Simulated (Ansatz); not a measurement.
# Sr: the cost of one run

Method: DFT LDA, scalar-relativistic, in Ansatz 0.2.0.

## (1) The structure to begin with

Symmetry: Fm-3m, No. 225, cubic system. Conventional cell: a = 6.085 Å, b = 6.085 Å, c = 6.085 Å, α = 90.00°, β = 90.00°, γ = 90.00°. Sr (site symmetry m-3m) is surrounded by 12 Sr at 4.30 Å.

Structure file:

```cif
data_structure
_symmetry_space_group_name_H-M 'Fm-3m'
_symmetry_Int_Tables_number 225
_cell_length_a 6.0847
_cell_length_b 6.0847
_cell_length_c 6.0847
_cell_angle_alpha 90.000
_cell_angle_beta 90.000
_cell_angle_gamma 90.000
_cell_volume 225.28
loop_
_atom_site_label
_atom_site_type_symbol
_atom_site_symmetry_multiplicity
_atom_site_Wyckoff_symbol
_atom_site_fract_x
_atom_site_fract_y
_atom_site_fract_z
_atom_site_occupancy
Sr1 Sr 4 a 0.00000 0.00000 0.00000 1
```

The file gives the conventional cell by its symmetry; the runs use the cell typed in the input.

## (2) Volume × 0.96, LAPW

File input.yaml:

```yaml
crystal:
  lattice:
    - [0.0, 3.0012321217, 3.0012321217]
    - [3.0012321217, 0.0, 3.0012321217]
    - [3.0012321217, 3.0012321217, 0.0]
  atoms:
    - { symbol: Sr, position: [0.0, 0.0, 0.0] }
kpoints:
  mp_grid: { grid: [10, 10, 10] }
  band_path:
    path:
      - [0.0, 0.0, 0.0]
      - [0.5, 0.0, 0.5]
      - [0.625, 0.25, 0.625]
      - [0.375, 0.375, 0.75]
      - [0.0, 0.0, 0.0]
      - [0.5, 0.5, 0.5]
      - [0.5, 0.25, 0.75]
      - [0.5, 0.0, 0.5]
    npoints: 5
scf:
  occupations: { method: fermi_dirac, width: 0.08 }
hamiltonian:
  xc: lda
  pseudopotentials: { kind: all_electron, lapw: { basis_error: 0.0005 } }
output:
  forces: true
  stress: true
  eigenvalues: true
```

Run with:

```sh
> ansatz run input.yaml --threads 1 --pin off --max-ram 3072MiB --backend cpu --events-out ev --progress --plain --runs-dir out
```

What time and memory should one allow on 1 thread of Intel Xeon Platinum 8488C (Sapphire Rapids), shared host?

About 2.5 s, with a peak of 0.24 GiB.
